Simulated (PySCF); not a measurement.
# Cl4H4O2Ti (cis-Ti(H2O)2Cl4): the cost of one run

Computed with PySCF 2.14.0, with density-fitted response routines of our own, on a single molecule in the gas phase. Atoms count from 0, in the outputs and in this text.

### Step 1. Starting geometry

11 atoms, charge 0, multiplicity 1; geometry from: GFN2-xTB. The atoms were then displaced at random by about 0.03 Å, so the start is not that level's minimum.

Bonds of the start (Å): Ti0–O1 2.19, Ti0–Cl4 2.19, Ti0–O5 2.13, Ti0–Cl8 2.23, Ti0–Cl9 2.28, Ti0–Cl10 2.14, O1–H2 0.97, O1–H3 0.94, O5–H6 0.97, O5–H7 1.00.

### Step 2. Relaxing the molecule at PBE0-D3(BJ)/def2-SVP

The job: settings as JSON, then the geometry in Å.

```
{"job": {"xc": "PBE0", "basis": "def2-SVP", "d3": "d3bj", "grid": 1, "maxiter": 40, "shake": 0.03, "kind": "geom"}, "charge": 0, "multiplicity": 1}
Ti    -0.483320    -0.072900    -0.532550
O     -0.401190    -0.012420     1.651120
H     -0.715850    -0.840530     2.047290
H     -0.713350     0.748630     2.106160
Cl    -0.351010    -0.023880    -2.719390
O      1.643250     0.032170    -0.396970
H      2.115390     0.822620    -0.704370
H      2.161350    -0.739040    -0.770940
Cl    -2.691750     0.006810    -0.271570
Cl    -0.235970     2.166520    -0.195390
Cl    -0.229490    -2.173480    -0.182510
```

On the command line:

```bash
> OMP_NUM_THREADS=1 python probes_run.py task.json out
```

One launch serves the whole session: the jobs run in the order shown.

Q: Estimate the wall time and peak memory of this first job on 1 thread of Intel Xeon at 2.50GHz, shared host.

About 6.5 min, with a peak of 0.67 GiB.
